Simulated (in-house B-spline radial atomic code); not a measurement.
# In: excited configurations

Aim: the energies of several excited configurations of In above a reference configuration, each from its own self-consistent run.

The numbers are computed with in-house B-spline radial atomic code version 1 (Dirac-Hartree-Fock, average of configuration, Fermi nucleus, basis-set limit), except any that are marked as measured or tabulated.

**1. Starting point**

```
element       : indium (Z = 49)
charge        : 0
electrons     : 49
configuration : [Kr] 4d10 5s2 5p1
Hamiltonian   : Dirac-Coulomb
nucleus       : Fermi, rms radius 4.616 fm
```

Outer shells as boxes (Hund's rule):

[Kr] 4d10 5s2 5p1
```
[Kr] core
4d [↑↓][↑↓][↑↓][↑↓][↑↓]
5s [↑↓]
5p [↑ ][  ][  ]
```

The boxes draw the filling by Hund's rule, which heavy ions in jj coupling don't follow; these runs average over all states of the configuration.

Input settings:

```ini
Z = 49
electrons = 49.0
configuration = [Kr] 4d10 5s2 5p1
hamiltonian = dirac
method = hf
spin_polarised = False
nucleus = fermi
rms_radius = 4.6156
mass_number = 115
atomic_mass = 114.903878772
speed_of_light = 137.035999084
```

From the earlier run of the reference: total energy -5880.432241 hartree. Levels, eight at most:

```
orbital  occupation  energy (eV)  <r> (bohr)
  4s1/2           2      -144.46      0.8527
  4p1/2           2      -102.13      0.9082
  4p3/2           4      -95.168      0.9363
  4d3/2           4      -28.090       1.158
  4d5/2           6      -27.132       1.175
  5s1/2           2      -10.790       2.725
  5p1/2    0.333333       -5.477       3.669
  5p3/2    0.666667       -5.214       3.807
```

**2. [Kr] 4d10 5s1 5p1 5g1**

Input settings:

```ini
Z = 49
electrons = 49.0
configuration = [Kr] 4d10 5s1 5p1 5g1
hamiltonian = dirac
method = hf
spin_polarised = False
nucleus = fermi
rms_radius = 4.6156
mass_number = 115
atomic_mass = 114.903878772
speed_of_light = 137.035999084
```

**3. Run with [Ar] 3d9 4s2 4p6 4d10 5s2 5p1 6f1**

Changes to the settings of step 2:

```diff
@@ -2,3 +2,3 @@
 electrons = 49.0
-configuration = [Kr] 4d10 5s1 5p1 5g1
+configuration = [Ar] 3d9 4s2 4p6 4d10 5s2 5p1 6f1
 hamiltonian = dirac
```

**4. Run with [Ar] 3d9 4s2 4p6 4d10 5s2 5p1 8g1**

Changes to the settings of step 3:

```diff
@@ -2,3 +2,3 @@
 electrons = 49.0
-configuration = [Ar] 3d9 4s2 4p6 4d10 5s2 5p1 6f1
+configuration = [Ar] 3d9 4s2 4p6 4d10 5s2 5p1 8g1
 hamiltonian = dirac
```

**5. [Ar] 3d9 4s2 4p6 4d10 5s2 5p1 6p1**

Changes to the settings of step 4:

```diff
@@ -2,3 +2,3 @@
 electrons = 49.0
-configuration = [Ar] 3d9 4s2 4p6 4d10 5s2 5p1 8g1
+configuration = [Ar] 3d9 4s2 4p6 4d10 5s2 5p1 6p1
 hamiltonian = dirac
```

**6. [Ar] 3d10 4s2 4p5 4d10 5s2 5p1 9p1**

Changes to the settings of step 5:

```diff
@@ -2,3 +2,3 @@
 electrons = 49.0
-configuration = [Ar] 3d9 4s2 4p6 4d10 5s2 5p1 6p1
+configuration = [Ar] 3d10 4s2 4p5 4d10 5s2 5p1 9p1
 hamiltonian = dirac
```

**7. Run with [Kr] 4d9 5s2 5p1 8s1**

Changes to the settings of step 6:

```diff
@@ -2,3 +2,3 @@
 electrons = 49.0
-configuration = [Ar] 3d10 4s2 4p5 4d10 5s2 5p1 9p1
+configuration = [Kr] 4d9 5s2 5p1 8s1
 hamiltonian = dirac
```

**Question.** How far above the reference does each configuration lie (order and size, in eV)?

As calculated:

| net move | configuration | energy above the reference (eV) | with Breit, QED, recoil (eV) | largest <r> (bohr) |
| --- | --- | --- | --- | --- |
| 5s → 5g | [Kr] 4d10 5s1 5p1 5g1 | 9.694 | 9.679 | 27.5 |
| 4d → 8s | [Kr] 4d9 5s2 5p1 8s1 | 23.050 | 23.080 | 27.6 |
| 4p → 9p | [Ar] 3d10 4s2 4p5 4d10 5s2 5p1 9p1 | 92.153 | 92.044 | 48.6 |
| 3d → 6p | [Ar] 3d9 4s2 4p6 4d10 5s2 5p1 6p1 | 452.73 | 452.56 | 10.1 |
| 3d → 6f | [Ar] 3d9 4s2 4p6 4d10 5s2 5p1 6f1 | 454.28 | 454.11 | 47.9 |
| 3d → 8g | [Ar] 3d9 4s2 4p6 4d10 5s2 5p1 8g1 | 454.45 | 454.28 | 86.0 |

Quantum defects of the promoted electron, δ = n − ζ/√(−2ε) with ζ = 1 and ε its orbital energy in hartree:

| promotion | δ |
| --- | --- |
| 4d → 8s | 3.721 |
| 4p → 9p | 3.313 |
| 3d → 6p | 3.428 |
| 3d → 6f | 0.005 |

**Reading.** The energies run from 9.694 eV (5s → 5g) to 454.45 eV (3d → 8g). Koopmans' estimate of the ionisation threshold is 5.214 eV; 6 configurations exceed it by over 2 % and could autoionise. Of those tabulated, the defect is largest for 8s (3.72) and least for 6f (0.00): low angular momentum penetrates the core, high angular momentum stays outside it. Two partly filled shells share a symmetry and can mix in the average, which may lower the energy, for: 4p → 9p; 3d → 6p. These are averages over configurations, without correlation, not spectroscopic levels.
